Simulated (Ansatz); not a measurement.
The system is VBiO4.

```xyz
12
Lattice="-2.5611 2.5611 5.7961 2.5611 -2.5611 5.7961 2.5611 2.5611 -5.7961" Properties=species:S:1:pos:R:3 pbc="T T T"
Bi    0.0000    2.5611    2.8980
Bi    0.0000    0.0000    0.0000
V     2.5611    0.0000    2.8980
V     0.0000    0.0000    5.7961
O     1.2804    1.8387    0.9172
O     1.8387    1.2806    3.8153
O     1.2806    0.7224    6.7133
O     3.2834   -1.2806    3.8153
O    -0.7224    1.2806    4.8788
O     1.2804   -0.7224    1.9808
O     3.8417    0.7224    1.9808
O     3.2834    1.2804   -0.9172
```

Measurements of this composition are mostly on another form, of space group No. 15.

| Quantity | Value |
| --- | --- |
| Program | Ansatz 0.2.0 |
| Task | relaxation of cell and atoms |
| Functional | revPBE |
| Potentials or basis | Ansatz PAW |
| Cutoff | 420 eV (not typed: the program's choice for these potentials) |
| k mesh | 7 × 7 × 7 |
| Occupations | fermi-dirac, width 0.05 eV |
| Spin | collinear spin, ferromagnetic start |
| Starting moments | [0.0, 0.0, 2.0, 2.0, 0.0, 0.0, 0.0, 0.0, 0.0, 0.0, 0.0, 0.0] μB |

At the start: volume 12.67 Å³/atom.

Q: Where does the relaxation end?

A: It ends after 10 steps and the volume is 13.39 Å³/atom (+5.7 %); space group I4_1/a (No. 88, to 0.05 Å); moment 0.00 μB per cell.

The path:
```csv
step,energy change (eV),largest force (eV/Å),volume (Å³)
1,0.0000,0.0620,152.07
2,0.0023,0.4246,166.71
3,-0.1362,0.0805,160.69
4,-0.1453,0.0195,160.16
5,-0.1459,0.0006,160.13
6,-0.1839,0.0014,160.13
7,-0.1830,0.0064,160.63
8,-0.1846,0.0063,160.63
9,-0.1844,0.0032,160.71
10,-0.1846,0.0032,160.71
```

Final structure:
```
CELL_PARAMETERS angstrom
-2.59846 2.59846 5.95043
2.59846 -2.59846 5.95043
2.59846 2.59846 -5.95043
ATOMIC_POSITIONS crystal
Bi 0.75000 0.25000 0.50000
Bi 0.00000 0.00000 0.00000
V 0.25000 0.75000 0.50000
V 0.50000 0.50000 0.00000
O 0.43937 0.32838 0.61309
O 0.57627 0.68937 0.61099
O 0.71529 0.82627 0.38691
O 0.07838 0.96529 0.38901
O 0.67162 0.28471 0.11099
O 0.03471 0.42373 0.11309
O 0.31063 0.92162 0.88691
O 0.17373 0.56063 0.88901
```

Caveat: the plane-wave basis is chosen anew once the cell has moved, so the energies of steps on either side of that aren't comparable; the pressure holds a Pulay correction of +0.5 GPa for the finite cutoff; the PAW data sets come from PBE, with cores solved anew for the run's functional, which leaves a small shift of forces and pressure; the starting moments weren't kept.
